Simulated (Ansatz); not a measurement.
# Zr3MoC (Pm-3m) in Ansatz: settings compared, part 2 of 2

Ansatz 0.2.0. Earlier steps stand in the parts before.

**5. Relaxation of cell and atoms, PBEsol**

input.yaml reads:

```yaml
crystal:
  lattice:
    - [4.94251, 0.0, 0.0]
    - [0.0, 4.94251, 0.0]
    - [0.0, 0.0, 4.94251]
  atoms:
    - { symbol: Zr, position: [0.5, 0.0, 0.0] }
    - { symbol: Zr, position: [0.0, 0.5, 0.0] }
    - { symbol: Zr, position: [0.0, 0.0, 0.5] }
    - { symbol: Mo, position: [0.0, 0.0, 0.0] }
    - { symbol: C, position: [0.5, 0.5, 0.5] }
hamiltonian:
  xc: pbesol
  pseudopotentials: { kind: paw }
kpoints:
  mp_grid: { grid: [5, 5, 5] }
scf:
  occupations: { method: fermi_dirac, width: 0.05 }
output:
  forces: true
  stress: true
  eigenvalues: true
relax:
  f_tol: 0.01
  max_steps: 40
  cell: { stress_tol: 0.05 }
```

Potentials or basis: Ansatz PAW.

Launch:

```sh
> ansatz run input.yaml --threads 2 --pin off --max-ram 5632MiB --backend cpu --events-out ev --progress --plain --runs-dir out
```

Standard output:

```text
Warning: RAYON_NUM_THREADS=2 ignored (pool sized by the plan → 2); use --threads N
Engine: ansatz 0.2.0, aarch64-unknown-linux-gnu
Pseudopotentials: kind: paw
Pseudopotential: Zr, paw, valence charge 12, recommended cutoff 420 eV (normal), Zr.paw.azcp
Pseudopotential: Mo, paw, valence charge 14, recommended cutoff 420 eV (normal), Mo.paw.azcp
Pseudopotential: C, paw, valence charge 4, recommended cutoff 420 eV (normal), C.paw.azcp
Functional definition: PBEsol
  exchange = pbesol_x
  correlation = pbesol_c
Crystal: 5 atoms, lattice volume = 120.738 Å³
[... 136 lines left out ...]
  k-point 2: bands = ["-48.9748", "-38.2963", "-38.2816", "-38.2662", "-23.6339", "-23.6339", "-23.3936", "-16.4664", "-16.3600", "-16.3600", "-16.3584", "-16.3441", "-16.3441", "-16.3293", "-16.0090", "-16.0090", "2.4722", "6.8236", "6.8661", "7.5760", "7.5760", "7.6359", "8.6333", "9.8265", "10.2189", "10.2189", "10.7089", "10.9301", "11.2681", "11.2681", "11.6807", "12.1091", "13.0110"]
  k-point 9: bands = ["-48.9706", "-38.2968", "-38.2945", "-38.2945", "-23.3878", "-23.3872", "-23.3872", "-16.6016", "-16.4861", "-16.4842", "-16.4842", "-16.3909", "-16.3909", "-16.2300", "-16.2300", "-16.2279", "2.5640", "8.3212", "8.6253", "8.6253", "8.8055", "8.8574", "8.8574", "10.4022", "10.4022", "10.4210", "10.6564", "10.6564", "11.1708", "11.2786", "11.6794", "11.6794", "11.8579"]
--- Relaxed structure (4 steps of the walk, 4 accepted, 2 SCFs on fresh bases) ---
  F+E_penalty+E_count = -17520.39926780 eV   max|allowed force component| = 3.287e-30 eV/Å   (the final SCF, on the basis selected at the relaxed cell)
  cell:  # Å, volume = 116.9983 Å³
    - [4.890949455894178, 3.2500067811534592e-34, 6.419766481290785e-35]
    - [9.669773262444244e-34, 4.890949455894178, 1.2839532962581572e-34]
    - [6.419766481290785e-35, 1.2839532962581572e-34, 4.890949455894178]
  atoms:
    - { symbol: Zr, position: [0.5, 7.712146962216696e-37, 3.247219773571257e-37] }
    - { symbol: Zr, position: [-7.306244490719414e-36, 0.5, 1.2177074150255377e-37] }
    - { symbol: Zr, position: [-1.826561122755972e-36, 1.9889221113462252e-36, 0.5] }
    - { symbol: Mo, position: [-1.2785927858656255e-35, -1.0553464264321894e-36, -1.0959366735953442e-36] }
    - { symbol: C, position: [0.5, 0.5, 0.5] }
```

Run time: 9.3 s. Hardware: 2 threads of Arm Neoverse V2, shared host; peak memory 0.41 GiB.

Results:

| Quantity | Value |
| --- | --- |
| Free energy | -17520.3993 eV |
| Relaxed volume | 23.40 Å³/atom |
| Relaxed cell | a = 4.891 Å, b = 4.891 Å, c = 4.891 Å, α = 90.00°, β = 90.00°, γ = 90.00° |
| Space group after relaxing (to 0.05 Å) | Pm-3m (No. 221) |
| Energy gained by relaxing | 5.9 meV/atom |
| Ionic steps | 6 |
| Pressure after relaxing | 0.0 GPa |
| Band gap on the k mesh | none (metal or under the smearing width) |

Step by step:
| step | energy change (eV) | largest force (eV/Å) | volume (Å³) |
| --- | --- | --- | --- |
| 1 | 0.0000 | 0.0000 | 120.74 |
| 2 | -0.0232 | 0.0000 | 115.14 |
| 3 | -0.0304 | 0.0000 | 117.08 |
| 4 | -0.0293 | 0.0000 | 117.08 |
| 5 | -0.0293 | 0.0000 | 117.00 |
| 6 | -0.0293 | 0.0000 | 117.00 |

Final structure:
```yaml
crystal:
  lattice:
    - [4.89095, 0.00000, 0.00000]
    - [0.00000, 4.89095, 0.00000]
    - [0.00000, 0.00000, 4.89095]
  atoms:
    - { symbol: Zr, position: [0.50000, 0.00000, 0.00000] }
    - { symbol: Zr, position: [0.00000, 0.50000, 0.00000] }
    - { symbol: Zr, position: [0.00000, 0.00000, 0.50000] }
    - { symbol: Mo, position: [0.00000, 0.00000, 0.00000] }
    - { symbol: C, position: [0.50000, 0.50000, 0.50000] }
```

Levels at points of the mesh, in eV from the Fermi level:
```csv
k point,band 25,band 26,band 27,band 28,band 29,band 30
"(0.00, 0.00, 0.00)",-0.91,-0.45,-0.45,-0.45,-0.45,1.82
```

Caveat: the plane-wave basis is chosen anew once the cell has moved, so the energies of steps on either side of that aren't comparable; the PAW data sets come from PBE, with cores solved anew for the run's functional, which leaves a small shift of forces and pressure.

**6. Relaxation of cell and atoms, RPBE**

Changes to input.yaml since step 5:

```diff
@@ -12,3 +12,3 @@
 hamiltonian:
-  xc: pbesol
+  xc: rpbe
   pseudopotentials: { kind: paw }
```

Potentials or basis: Ansatz PAW.

Launch:

```sh
> ansatz run input.yaml --threads 2 --pin off --max-ram 5632MiB --backend cpu --events-out ev --progress --plain --runs-dir out
```

It took 7.5 s on 2 threads of Arm Neoverse V2, shared host; peak memory 0.41 GiB.

It converged, with:

```
Free energy                            : -17778.1258 eV
Relaxed volume                         : 24.98 Å³/atom
Relaxed cell                           : a = 4.998 Å, b = 4.998 Å, c = 4.998 Å, α = 90.00°, β = 90.00°, γ = 90.00°
Space group after relaxing (to 0.05 Å) : Pm-3m (No. 221)
Energy gained by relaxing              : 6.5 meV/atom
Ionic steps                            : 5
Pressure after relaxing                : 0.0 GPa
Band gap on the k mesh                 : none (metal or under the smearing width)
```

Step by step:
| step | energy change (eV) | largest force (eV/Å) | volume (Å³) |
| --- | --- | --- | --- |
| 1 | 0.0000 | 0.0000 | 120.74 |
| 2 | -0.0238 | 0.0000 | 126.82 |
| 3 | -0.0309 | 0.0000 | 124.97 |
| 4 | -0.0309 | 0.0000 | 124.88 |
| 5 | -0.0324 | 0.0000 | 124.88 |

Final structure:
```yaml
crystal:
  lattice:
    - [4.99834, 0.00000, 0.00000]
    - [0.00000, 4.99834, 0.00000]
    - [0.00000, 0.00000, 4.99834]
  atoms:
    - { symbol: Zr, position: [0.50000, 0.00000, 0.00000] }
    - { symbol: Zr, position: [0.00000, 0.50000, 0.00000] }
    - { symbol: Zr, position: [0.00000, 0.00000, 0.50000] }
    - { symbol: Mo, position: [0.00000, 0.00000, 0.00000] }
    - { symbol: C, position: [0.50000, 0.50000, 0.50000] }
```

Levels at points of the mesh, in eV from the Fermi level:
```csv
k point,band 25,band 26,band 27,band 28,band 29,band 30
"(0.00, 0.00, 0.00)",-0.78,-0.48,-0.40,-0.40,-0.40,1.74
```

Caveat: the plane-wave basis is chosen anew once the cell has moved, so the energies of steps on either side of that aren't comparable; the PAW data sets come from PBE, with cores solved anew for the run's functional, which leaves a small shift of forces and pressure.

**7. Relaxation of cell and atoms, revPBE**

Changes to input.yaml since step 6:

```diff
@@ -12,3 +12,3 @@
 hamiltonian:
-  xc: rpbe
+  xc: revpbe
   pseudopotentials: { kind: paw }
```

Launch:

```sh
> ansatz run input.yaml --threads 2 --pin off --max-ram 5632MiB --backend cpu --events-out ev --progress --plain --runs-dir out
```

It took 6 s on 2 threads of Arm Neoverse V2, shared host; peak memory 0.41 GiB.

Results (log left out):

```yaml
Free_energy: -17769.7851 eV
Relaxed_volume: 24.82 Å³/atom
Relaxed_cell: a = 4.988 Å, b = 4.988 Å, c = 4.988 Å, α = 90.00°, β = 90.00°, γ = 90.00°
Space_group_after_relaxing_to_0.05_Å: Pm-3m (No. 221)
Energy_gained_by_relaxing: 4.2 meV/atom
Ionic_steps: 4
Pressure_after_relaxing: 0.0 GPa
Band_gap_on_the_k_mesh: none (metal or under the smearing width)
```

The path:
```csv
step,energy change (eV),largest force (eV/Å),volume (Å³)
1,0.0000,0.0000,120.74
2,-0.0150,0.0000,125.64
3,-0.0200,0.0000,124.12
4,-0.0212,0.0000,124.12
```

Final structure:
```cif
data_structure
_symmetry_space_group_name_H-M 'P 1'
_symmetry_Int_Tables_number 1
_cell_length_a 4.9883
_cell_length_b 4.9883
_cell_length_c 4.9883
_cell_angle_alpha 90.000
_cell_angle_beta 90.000
_cell_angle_gamma 90.000
_cell_volume 124.12
loop_
_atom_site_label
_atom_site_type_symbol
_atom_site_fract_x
_atom_site_fract_y
_atom_site_fract_z
_atom_site_occupancy
Zr1 Zr 0.50000 0.00000 0.00000 1
Zr2 Zr 0.00000 0.50000 0.00000 1
Zr3 Zr 0.00000 0.00000 0.50000 1
Mo1 Mo 0.00000 0.00000 0.00000 1
C1 C 0.50000 0.50000 0.50000 1
```

Levels at points of the mesh, in eV from the Fermi level:
| k point | band 25 | band 26 | band 27 | band 28 | band 29 | band 30 |
| --- | --- | --- | --- | --- | --- | --- |
| (0.00, 0.00, 0.00) | -0.79 | -0.48 | -0.41 | -0.41 | -0.41 | 1.74 |

Caveat: the plane-wave basis is chosen anew once the cell has moved, so the energies of steps on either side of that aren't comparable; the PAW data sets come from PBE, with cores solved anew for the run's functional, which leaves a small shift of forces and pressure.

**8. Overview**

| level | gap on the mesh (eV) | pressure (GPa) | relaxed volume (Å³/atom) |
| --- | --- | --- | --- |
| PBE+D4 | none | 0.0 | 23.89 |
| LDA | none | 0.0 | 22.77 |
| PBE | none | 0.0 | 24.39 |
| PBEsol | none | 0.0 | 23.40 |
| RPBE | none | 0.0 | 24.98 |
| revPBE | none | 0.0 | 24.82 |

Alike in all rows: task relaxation of cell and atoms; potentials or basis Ansatz PAW; no spin polarisation; cell relaxed; k mesh 5 × 5 × 5; cutoff (eV) 420; smearing fermi-dirac 0.05 eV.

Caveats: the plane-wave basis is chosen anew once the cell has moved, so the energies of steps on either side of that aren't comparable; the PAW data sets come from PBE, with cores solved anew for the run's functional, which leaves a small shift of forces and pressure (some runs); pairwise dispersion overbinds metals, which lowers pressure and volume (some runs).

Absolute energies hang on the potentials; compare differences alone.
